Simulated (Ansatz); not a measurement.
# TiSi2: the cost of one run

Program: Ansatz 0.2.0. Level of theory: DFT r2SCAN, scalar-relativistic, plane waves, PAW. These are calculated values, not measurements.

2 further runs of the same task are left out: 2 set aside as unsound or not needed.

### 1 The system as given

It takes space group Fddd (No. 70, orthorhombic). The conventional cell has a = 4.781 Å, b = 8.232 Å, c = 8.516 Å, α = 90.00°, β = 90.00°, γ = 90.00°. Ti (site symmetry 222) has 10 Si at 2.55 to 2.78 Å in its first shell of neighbours. Around Si (site symmetry 2) lie 5 Si at 2.52 to 2.79 Å and 5 Ti at 2.55 to 2.78 Å.

Structure file:

```xyz
6
Lattice="0.0000 4.1160 4.2581 2.3903 0.0000 4.2581 2.3903 4.1160 0.0000" Properties=species:S:1:pos:R:3 pbc="T T T"
Ti    3.5855    6.1740    6.3872
Ti    2.3903    4.1160    4.2581
Si    1.1952    0.7189    2.1291
Si    1.1952    3.3971    2.1291
Si    2.3903    1.3391    4.2581
Si    2.3903    6.8929    4.2581
```

It is the result of an earlier relaxation at this level (volume 13.96 Å³/atom; gap on the mesh: none (metal)).

Bulk energy on matching settings, from an earlier run: -1261.3624 eV/atom.

### 2 The (111) slab

Planes are indexed in the bulk's conventional cell (Fddd (No. 70)), a = 4.781 Å, b = 8.232 Å, c = 8.516 Å, α = 90.00°, β = 90.00°, γ = 90.00°.

Cut from the relaxed bulk: a (111) slab, 10.9 Å thick as cut, with 15 Å of vacuum; its outer planes are Si (top) and Si (bottom).

The slab as cut. Layers, bottom to top:

```csv
plane,atoms per cell,height over the lowest (Å)
1,Si,0.00
2,TiSi,1.09
3,TiSi,2.35
4,Si2,3.58
5,TiSi,4.81
6,TiSi,6.07
7,Si2,7.30
8,TiSi,8.53
9,TiSi,9.78
10,Si,10.88
```

### 3 The slab as cut, atoms at the bulk's places

A dipole layer in the vacuum cancels the field that periodic copies would set up if the slab's two faces differ.

input.yaml

```yaml
crystal:
  lattice:
    - [4.7597362623, 0.0, 0.0]
    - [1.2004318431, 4.7333086471, 0.0]
    - [0.0, 0.0, 25.8769930936]
  atoms:
    - { symbol: Si, position: [0.5472255776, 0.8481102004, 0.2898327473] }
    - { symbol: Si, position: [0.1492793137, 0.4434650962, 0.3257629492] }
    - { symbol: Ti, position: [0.0102686803, 0.9767744791, 0.3383140914] }
    - { symbol: Ti, position: [0.6123224163, 0.5721293749, 0.3742442933] }
    - { symbol: Si, position: [0.4733117829, 0.1054387578, 0.3867954354] }
    - { symbol: Si, position: [0.075365519, 0.7007936536, 0.4227256374] }
    - { symbol: Si, position: [0.9554405218, 0.2295297837, 0.433553555] }
    - { symbol: Si, position: [0.5574942579, 0.8248846795, 0.4694837569] }
    - { symbol: Ti, position: [0.4184836245, 0.3581940624, 0.482034899] }
    - { symbol: Ti, position: [0.0205373605, 0.9535489582, 0.517965101] }
    - { symbol: Si, position: [0.8815267271, 0.4868583411, 0.5305162431] }
    - { symbol: Si, position: [0.4835804632, 0.0822132369, 0.566446445] }
    - { symbol: Si, position: [0.3636554661, 0.610949367, 0.5772743626] }
    - { symbol: Si, position: [0.9657092021, 0.2063042628, 0.6132045646] }
    - { symbol: Ti, position: [0.8266985687, 0.7396136457, 0.6257557067] }
    - { symbol: Ti, position: [0.4287523047, 0.3349685415, 0.6616859086] }
    - { symbol: Si, position: [0.2897416713, 0.8682779244, 0.6742370508] }
    - { symbol: Si, position: [0.8917954074, 0.4636328202, 0.7101672527] }
basis:
  ecutwfc: 500
kpoints:
  mp_grid: { grid: [8, 7, 1] }
hamiltonian:
  xc: r2scan
scf:
  occupations: { method: gaussian, width: 0.1 }
output:
  forces: true
  stress: true
  eigenvalues: true
  write_density: true
  write_potential: true
  elf: true
  volumetric_format: npy
efield:
  axis: 3
  dipole_correction: true
  ramp_width: 0.04
```

On the command line:

```console
> ansatz run input.yaml --threads 2 --pin off --max-ram 5120MiB --backend cpu --events-out ev --progress --plain --runs-dir out
```

**Question.** How long does this run take on 2 threads of Intel Xeon Platinum 8259CL at 2.50GHz (Skylake/Cascade Lake), shared host, and how much memory does it need?

About 2.9 min, with a peak of 2.4 GiB.
